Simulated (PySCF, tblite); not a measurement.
# C5H13FSSi2: geometry, infrared bands and NMR shifts

What infrared bands and NMR shifts should C5H13FSSi2 (`C[C@@H]1[SiH2]SC[C@]1(F)C[SiH3]`) show?

Programs: tblite 0.8.0 and PySCF 2.14.0, with density-fitted response routines of our own. Each step states its level of theory. These are calculated values for one molecule in the gas phase, unless marked as measured. Atoms count from 0, in the outputs and in this text.

## (1) The molecule as given

22 atoms, charge 0, multiplicity 1; geometry from: force field or distance geometry start.

Bonds of the start (Å): C0–C1 1.49, C1–Si2 1.87, Si2–S3 2.16, S3–C4 1.84, C4–C5 1.53, C5–F6 1.38, C5–C7 1.52, C7–Si8 1.86, C5–C1 1.51, C0–H9 1.10, C0–H10 1.14, C0–H11 1.09, C1–H12 1.13, Si2–H13 1.46, Si2–H14 1.45, C4–H15 1.09, C4–H16 1.12, C7–H17 1.12, C7–H18 1.11, Si8–H19 1.47, Si8–H20 1.48, Si8–H21 1.48.

## (2) Geometry optimisation with GFN2-xTB

Job settings and geometry (Å):

```
{"job": {"kind": "relax", "xc": "GFN2-xTB", "basis": "xTB"}, "charge": 0, "multiplicity": 1}
C     -2.101500    -0.380400    -1.134400
C     -1.383200    -0.392800     0.166900
Si    -1.359400     1.269000     1.026500
S      0.395600     0.850800     2.206800
C      0.656900    -0.807600     1.457600
C      0.097500    -0.647900     0.042600
F      0.384000    -1.776000    -0.698500
C      0.842600     0.525400    -0.576000
Si     2.661900     0.151100    -0.715100
H     -2.100600    -1.372800    -1.619400
H     -3.190000    -0.169900    -0.881300
H     -1.788300     0.398200    -1.833900
H     -1.848200    -1.131000     0.881700
H     -2.535500     1.484400     1.864200
H     -1.073100     2.370000     0.121600
H      1.699600    -1.121500     1.496600
H     -0.004500    -1.560800     1.951500
H      0.384400     0.766400    -1.564900
H      0.736400     1.411600     0.089300
H      2.993200    -1.134300    -0.093000
H      3.480300     1.193600    -0.047700
H      3.041400     0.093900    -2.141800
```

Command:

```console
$ OMP_NUM_THREADS=1 python probes_run.py task.json out
```

This one command runs all jobs of the session in turn.

**Question.** This job is followed by: GFN2-xTB harmonic vibrations, gas phase; GIAO PBE0/pcSseg-1 NMR shielding, non-relativistic, gas phase. Predict these results of the whole session: strongest single infrared mode (GFN2-xTB); zero-point energy (GFN2-xTB); 13C shifts against TMS (PBE0/pcSseg-1); 1H shifts against TMS (PBE0/pcSseg-1, means over atoms taken as alike); 29Si shifts against TMS (PBE0/pcSseg-1); 33S shifts against CS2 (PBE0/pcSseg-1); 19F shifts against CFCl3 (PBE0/pcSseg-1).

The runs gave:

| quantity | value |
| --- | --- |
| strongest single infrared mode (GFN2-xTB) | 2308 cm⁻¹, 319 km/mol |
| zero-point energy (GFN2-xTB) | 101.8 kcal/mol |
| 13C shifts against TMS (PBE0/pcSseg-1) | 104.7, 44.2, 35.0, 13.3, 10.9 ppm |
| 1H shifts against TMS (PBE0/pcSseg-1, means over atoms taken as alike) | 4.87, 4.56, 3.94, 3.24, 2.84, 1.90, 1.31, 1.27, 1.26 ppm |
| 29Si shifts against TMS (PBE0/pcSseg-1) | -14.2, -81.3 ppm |
| 33S shifts against CS2 (PBE0/pcSseg-1) | -210 ppm |
| 19F shifts against CFCl3 (PBE0/pcSseg-1) | -175.3 ppm |

Relaxing lowered the energy by 0.949 eV in 120 steps; the close pair that moved most is C0–H10, from 1.137 to 1.088 Å. All 60 modes are real, so the xTB geometry is a minimum. The strongest single mode, at 2308 cm⁻¹, moves mainly H19. Unscaled tight-binding wavenumbers are off by several per cent, some by more. Its intensities can rank the bands wrongly. C5 (fully substituted sp3 carbon bonded to F) lies farthest downfield among carbon, at 104.7 ppm; pulled downfield by the heteroatom. At PBE0/pcSseg-1: Shielding is most anisotropic at S3 (span 362 ppm, paramagnetic term -345 ppm).
